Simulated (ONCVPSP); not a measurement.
**An ONCV potential for N, from input to tests**

Aim: build the potential from the settings below, then test how well it stands in for the atom: other configurations, scattering, ghost states and the plane-wave cutoff that it needs.

The numbers are computed with ONCVPSP 4.0.1 (PBE, scalar-relativistic, spin-unpolarised reference atom).

### 1 The atom and the settings

The settings as typed:

```json
{
  "element": "nitrogen (N, Z = 7)",
  "type": "optimised norm-conserving Vanderbilt (ONCV)",
  "frozen core": "[He]",
  "valence charge": "5",
  "reference configuration": "2s2 2p3",
  "partial waves": "2s: rc 0.95 bohr, ncon 4, nbas 8, qcut 8.7 1/bohr, 1 projector; 2p: rc 1.75 bohr, ncon 4, nbas 7, qcut 6.6 1/bohr, 2 projectors, debl 2.7 Ha",
  "local potential": "polynomial inside 0.65 bohr (lpopt 5, dvloc0 6.5 Ha)",
  "core correction": "not asked for"
}
```

The nodes and maxima of the atom's own shells, from an earlier all-electron run, set the scale for the radii.

All-electron outer shells of the reference configuration (PBE, scalar-relativistic, ld1.x):

| shell | level (eV) | outermost node (bohr) | outermost maximum (bohr) |
| --- | --- | --- | --- |
| 1s | -384.72 | – | 0.15 |
| 2s | -18.58 | 0.32 | 1.02 |
| 2p | -7.09 | – | 0.98 |

### 2 Generating the potential

File N.dat:

```
# ATOM AND REFERENCE CONFIGURATION
# atsym  z   nc   nv     iexc    psfile
  N 7.00    1    2        4      upf
#
#   n    l    f
    1    0    2.00
    2    0    2.00
    2    1    3.00
#
# PSEUDOPOTENTIAL AND OPTIMIZATION
# lmax
    1
#
#   l,   rc,      ep,       ncon, nbas, qcut
    0    0.95    0.00    4    8    8.70
    1    1.75    0.00    4    7    6.60
#
# LOCAL POTENTIAL
# lloc, lpopt,  rc(5),   dvloc0
    4    5    0.65    6.50
#
# VANDERBILT-KLEINMAN-BYLANDER PROJECTORs
# l, nproj, debl
    0    1    2.80
    1    2    2.70
#
# MODEL CORE CHARGE
# icmod, fcfact, rcfact
    0    0.00    0.00
#
# LOG DERIVATIVE ANALYSIS
# epsh1, epsh2, depsh
   -2.00    5.00    0.02
#
# OUTPUT GRID
# rlmax, drl
    6.00    0.01
#
# TEST CONFIGURATIONS
# ncnf
    4
# nvcnf
#   n    l    f
    2
    2    0    2.00
    2    1    2.00
#
    2
    2    0    2.00
    2    1    1.00
#
    2
    2    0    2.00
    2    1    0.00
#
    2
    2    0    1.00
    2    1    0.00
#
```

Launch:

```bash
$ oncvpsp.x < N.dat > N.out
```

What does the calculation give? Wanted: cutoffs for 1 and 0.1 mHa per electron, occupied waves; bound ghosts; GHOST(+) flags; largest test error; largest phase difference near zero energy, channels read.

**Answer**, as computed:

```
                                                quantity                                     value
  cutoffs for 1 and 0.1 mHa per electron, occupied waves                           30 Ha and 38 Ha
                                            bound ghosts                                none found
                                          GHOST(+) flags                        none at low energy
                            largest test error (AE − PS)  +1298 meV, for 2s2 2p0 (1 test unsolved)
largest phase difference near zero energy, channels read                                 0.002 rad
```

In words: By total energies transferability is poor: the largest error is 1298 meV on 89.5 eV, for 2s2 2p0. That test lies far up in energy; among those under 40 eV, nearer to bonding, the largest error is 39 meV. Of the tests 1 gave no usable energy difference, which is a warning in itself. It counts as of middling hardness, with 30 Ha needed at the looser tolerance. At the looser tolerance the 2s wave is the slowest; 2p needs 18 Ha. It is free of bound ghosts as far as tested. Near zero energy the phases of the channels with partial waves agree within 0.002 rad. All of this concerns the isolated atom, not yet a solid.
